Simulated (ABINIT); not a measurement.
MgSi:

```
CELL_PARAMETERS angstrom
5.33040 -1.48281 0.00000
5.33040 1.48281 0.00000
-1.65271 0.00000 4.48063
ATOMIC_POSITIONS crystal
Si 0.34752 0.34752 0.15837
Si 0.65248 0.65248 0.84163
Mg 0.10579 0.10579 0.31405
Mg 0.89421 0.89421 0.68595
```

The cell comes from a database or a generator and needn't be the stable form of this composition.

```yaml
Program: ABINIT 10.8.3 (patched build)
Task: relaxation of cell and atoms
Functional: PBEsol
Potentials_or_basis: JTH PAW PBE v2.0
Cutoff: 517 eV
k_mesh: 8 × 8 × 5
Occupations: fermi-dirac, width 0.05 eV
Spin: no spin polarisation
```

At the start: pressure -1.1 GPa; volume 17.71 Å³/atom.

Question: Where does the relaxation end?

Answer: Over 15 steps the energy falls by 3.0 meV/atom and the volume is 17.40 Å³/atom (-1.7 %); space group C2/m (No. 12, to 0.05 Å).

Step by step:
```tsv
step	energy change (eV)	largest force (eV/Å)	pressure (GPa)	volume (Å³)
1	0.0000	0.0730	-1.11	70.83
2	-0.0027	0.0696	-0.89	70.59
3	-0.0090	0.0472	0.23	69.41
4	-0.0093	0.0423	0.19	69.44
5	-0.0112	0.0476	-0.10	69.69
6	-0.0113	0.0452	-0.08	69.67
7	-0.0118	0.0254	0.10	69.51
8	-0.0119	0.0220	0.08	69.54
9	-0.0121	0.0123	-0.01	69.63
10	-0.0121	0.0127	-0.01	69.63
11	-0.0121	0.0122	-0.01	69.62
12	-0.0121	0.0103	0.00	69.61
13	-0.0121	0.0066	0.01	69.60
14	-0.0121	0.0032	0.01	69.60
15	-0.0121	0.0043	0.00	69.60
```

Final structure:
```
Si Mg
1.0
     5.28566   -1.45941   -0.08567
     5.28566    1.45941   -0.08567
    -1.71084    0.00000    4.53935
Si Mg
2 2
Direct
  0.34888 0.34888 0.16058
  0.65112 0.65112 0.83942
  0.10711 0.10711 0.31415
  0.89289 0.89289 0.68585
```

Caveat: the PAW data sets were made with another functional, which shifts forces and pressure a little.
